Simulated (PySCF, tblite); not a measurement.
# C₇H₁₀F radical: geometry, infrared bands and EPR parameters

What infrared bands and EPR parameters should C₇H₁₀F radical (`F[C@@H]1C[C]2CC[C@H]2C1`) show?

The runs use tblite 0.8.0 and PySCF 2.14.0, with density-fitted response routines of our own; the level of theory stands in each step. All values are computed, except where a source is named. Atoms are numbered from 0 throughout.

**1. The starting structure**

18 atoms, charge 0, multiplicity 2; geometry from: force field or distance geometry start.

Bonds of the start (Å): F0–C1 1.37, C1–C2 1.53, C2–C3 1.49, C3–C4 1.49, C4–C5 1.53, C5–C6 1.50, C6–C7 1.50, C7–C1 1.52, C6–C3 1.50, C1–H8 1.11, C2–H9 1.13, C2–H10 1.09, C4–H11 1.11, C4–H12 1.09, C5–H13 1.11, C5–H14 1.12, C6–H15 1.10, C7–H16 1.10, C7–H17 1.11.

**2. Geometry optimisation with GFN2-xTB**

Job settings and geometry (Å):

```
{"job": {"kind": "relax", "xc": "GFN2-xTB", "basis": "xTB"}, "charge": 0, "multiplicity": 2}
F     -2.685500    -0.764200    -0.373600
C     -1.346100    -0.533900    -0.231500
C     -0.909300    -0.475500     1.232600
C      0.493100     0.011500     1.099300
C      1.445800    -0.819900     0.311600
C      1.505200     0.310100    -0.711300
C      0.402300     1.028600     0.006600
C     -0.937700     0.871300    -0.656300
H     -0.750300    -1.275500    -0.809200
H     -1.507800     0.371400     1.679300
H     -1.056500    -1.411400     1.775800
H      2.459500    -0.976200     0.748300
H      1.092500    -1.771000    -0.093400
H      1.272000    -0.016900    -1.742100
H      2.475200     0.877100    -0.705100
H      0.611500     2.043100     0.381300
H     -0.903900     0.978200    -1.748700
H     -1.668800     1.559400    -0.175500
```

On the command line:

```console
$ OMP_NUM_THREADS=1 python probes_run.py task.json out
```

The driver reads the jobs from task.json and runs them one after another.

**Question.** This job is followed by: GFN2-xTB harmonic vibrations, gas phase; UKS B3LYP, pcH-1 on C F H, non-relativistic, mean-field spin-orbit, GIAO. Predict these results of the whole session: strongest single infrared mode (GFN2-xTB); zero-point energy (GFN2-xTB); g(iso) (B3LYP); ⟨S²⟩; largest a(iso); potential on the surface of density 0.002 e/bohr³, 1st and 99th percentile.

As calculated:

```
                                                                  quantity                 value
                                 strongest single infrared mode (GFN2-xTB)  3008 cm⁻¹, 54 km/mol
                                              zero-point energy (GFN2-xTB)         95.2 kcal/mol
                                                            g(iso) (B3LYP)               2.00267
                                                                      ⟨S²⟩    0.753 (exact 0.75)
                                                            largest a(iso)  13C on C3, 217.8 MHz
potential on the surface of density 0.002 e/bohr³, 1st and 99th percentile    -1.11 V and 0.89 V
```

In words: Relaxing lowered the energy by 0.649 eV in 66 steps; the close pair that moved most is C5–C6, from 1.499 to 1.547 Å. No mode is imaginary among the 48: a minimum at this level. Unscaled tight-binding wavenumbers are off by several per cent, some by more. Its intensities can rank the bands wrongly. C3 carries the largest spin population, 0.94 e. The isotropic g lies 0.4 ppt above the free-electron value. These values are for one conformer; the search (at its own cheap level) found 2 more, at 0.95, 0.96 kcal/mol, and measured spectra average over such forms.
